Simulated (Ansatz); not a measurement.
# Al3B2As: the cost of one run

Method: DFT PBE, scalar-relativistic, plane waves, PAW, in Ansatz 0.2.0.

## 1. The structure to begin with

Symmetry: Cmmm, No. 65, orthorhombic system. The conventional cell has a = 5.270 Å, b = 8.581 Å, c = 3.955 Å, α = 90.00°, β = 90.00°, γ = 90.00°. Al (site symmetry m2m) is surrounded by 5 Al at 2.39 to 3.09 Å and 4 B at 2.51 Å and 3 As at 2.95 to 2.96 Å. Around Al (site symmetry mmm) lie 4 Al at 2.39 Å and 4 B at 2.52 Å and 4 As at 3.29 Å. Around B (site symmetry 2/m) lie 6 Al at 2.51 to 2.52 Å. Around As (site symmetry mmm) lie 10 Al at 2.95 to 3.29 Å.

As a file:

```cif
data_structure
_symmetry_space_group_name_H-M 'P 1'
_symmetry_Int_Tables_number 1
_cell_length_a 5.0351
_cell_length_b 5.0351
_cell_length_c 3.9554
_cell_angle_alpha 90.000
_cell_angle_beta 90.000
_cell_angle_gamma 116.888
_cell_volume 89.44
loop_
_atom_site_label
_atom_site_type_symbol
_atom_site_fract_x
_atom_site_fract_y
_atom_site_fract_z
_atom_site_occupancy
Al1 Al 0.15586 0.84414 0.00000 1
Al2 Al 0.84414 0.15586 0.00000 1
Al3 Al 0.00000 0.00000 0.50000 1
B1 B 0.00000 0.50000 0.50000 1
B2 B 0.50000 0.00000 0.50000 1
As1 As 0.50000 0.50000 0.00000 1
```

A structure generator made this guess: species swapped into a database cell of LaNi3Rh2 (Cmmm, No. 65), with As on the La sites, Al on the Ni sites and B on the Rh sites. Lengths come from tabulated atomic sizes and are only a guess.

## 2. A first look at the guess

File input.yaml:

```yaml
crystal:
  lattice:
    - [2.63502323, -4.29058609, 0.0]
    - [2.63502323, 4.29058609, 0.0]
    - [0.0, 0.0, 3.95543207]
  atoms:
    - { symbol: Al, position: [0.15585776, 0.84414224, 0.0] }
    - { symbol: Al, position: [0.84414224, 0.15585776, 0.0] }
    - { symbol: Al, position: [0.0, 0.0, 0.5] }
    - { symbol: B, position: [0.0, 0.5, 0.5] }
    - { symbol: B, position: [0.5, 0.0, 0.5] }
    - { symbol: As, position: [0.5, 0.5, 0.0] }
basis:
  ecutwfc: 420
kpoints:
  mp_grid: { grid: [4, 4, 4] }
hamiltonian:
  xc: pbe
scf:
  occupations: { method: gaussian, width: 0.1 }
  lower_state_search: "off"
output:
  forces: true
  stress: true
  eigenvalues: true
```

Command:

```console
> ansatz run input.yaml --threads 1 --pin off --max-ram 2560MiB --backend cpu --events-out ev --progress --plain --runs-dir out
```

**Question.** How long does this run take on 1 thread of Arm Neoverse V1, shared host, and how much memory does it need?

About 2.9 s, with a peak of 0.34 GiB.
